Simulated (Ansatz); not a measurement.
# WC (rocksalt type): how the settings move a single-point run

Aim: see which settings change the result for WC (rocksalt type), by how much, and at what cost.

Program: Ansatz 0.2.0. Level of theory: reference: DFT, LDA, PAW with other files of Ansatz's library (level accurate), scalar-relativistic. These are calculated values, not measurements.

## (1) The starting structure

The structure is cubic, space group Fm-3m (No. 225). The conventional cell has a = 3.542 Å, b = 3.542 Å, c = 3.542 Å, α = 90.00°, β = 90.00°, γ = 90.00°. W (site symmetry m-3m) has 6 C at 1.77 Å as nearest neighbours. Around C (site symmetry m-3m) lie 6 W at 1.77 Å.

Structure file:

```
CELL_PARAMETERS angstrom
0.00000 1.77104 1.77104
1.77104 0.00000 1.77104
1.77104 1.77104 0.00000
ATOMIC_POSITIONS crystal
W 0.00000 0.00000 0.00000
C 0.50000 0.50000 0.50000
```

## (2) Reference

File input.yaml:

```yaml
crystal:
  lattice:
    - [0.0, 1.7710398453, 1.7710398453]
    - [1.7710398453, 0.0, 1.7710398453]
    - [1.7710398453, 1.7710398453, 0.0]
  atoms:
    - { symbol: W, position: [0.0, 0.0, 0.0] }
    - { symbol: C, position: [0.5, 0.5, 0.5] }
kpoints:
  mp_grid: { grid: [17, 17, 17] }
scf:
  occupations: { method: fermi_dirac, width: 0.1 }
hamiltonian:
  xc: lda
  pseudopotentials: { kind: paw, level: accurate }
output:
  forces: true
  stress: true
  eigenvalues: true
  write_density: true
  write_potential: true
  elf: true
  volumetric_format: npy
```

Command:

```console
$ ansatz run input.yaml --threads 1 --pin off --max-ram 2048MiB --backend cpu --events-out ev --progress --plain --runs-dir out
```

## (3) Changing settings: occupations.method tetrahedron, hubbard.sites [{species: W, l: d, u_eff: 5.0}], hubbard.double_counting fll, width left out

input.yaml, as its differences from that of step 2:

```diff
@@ -11,3 +11,3 @@
 scf:
-  occupations: { method: fermi_dirac, width: 0.1 }
+  occupations: { method: tetrahedron }
 hamiltonian:
@@ -15,2 +15,3 @@
   pseudopotentials: { kind: paw, level: accurate }
+  hubbard: { sites: [{ species: W, l: d, u_eff: 5.0 }], double_counting: fll }
 output:
```

What does the calculation give? Wanted: for each run, ending; energy change; pressure; gap; force.

The runs gave:

```csv
run,ending,energy change,pressure (GPa),gap (eV),force (eV/Å),cycles,time
reference,converged,0,831.3,0.00,0.00,7,5.9 s
"1: occupations.method tetrahedron, hubbard.sites [{species: W, l: d, u_eff: 5.0}], hubbard.double_counting fll, width left out",converged,+3.11 eV/atom (σ→0) (U changed: no physical gain or loss),829.7,0.00,0.00,8,10 s
```

Residual by cycle in the longest SCF loop of each run; runs are numbered as in the table. The quantity is the density residual dr2, in eV.

```csv
cycle,reference,run 1
1,8.81,9.7
2,4.19,1.41
3,0.0588,0.0187
4,0.00251,0.00589
5,9.6e-5,1.2e-4
6,2.1e-7,1.2e-6
7,1.5e-8,4.0e-8
8,-,2.8e-9
```

What this shows: Changing the smearing and Hubbard U moves the energy by +3.11 eV/atom (σ→0 values), and the pressure goes from 831.3 to 829.7 GPa. The U term adds an energy of its own, so the shift says nothing about which run is better. Cost: 8 SCF cycles against 7, 10 s against 5.9 s. A changed U is a change of model: its shifts are not errors of convergence. The structure is not at rest: the sound run finds 831 GPa, so these are no properties of the relaxed crystal. The reference leaves spin out although W can carry a moment, so its state need not be the lowest.
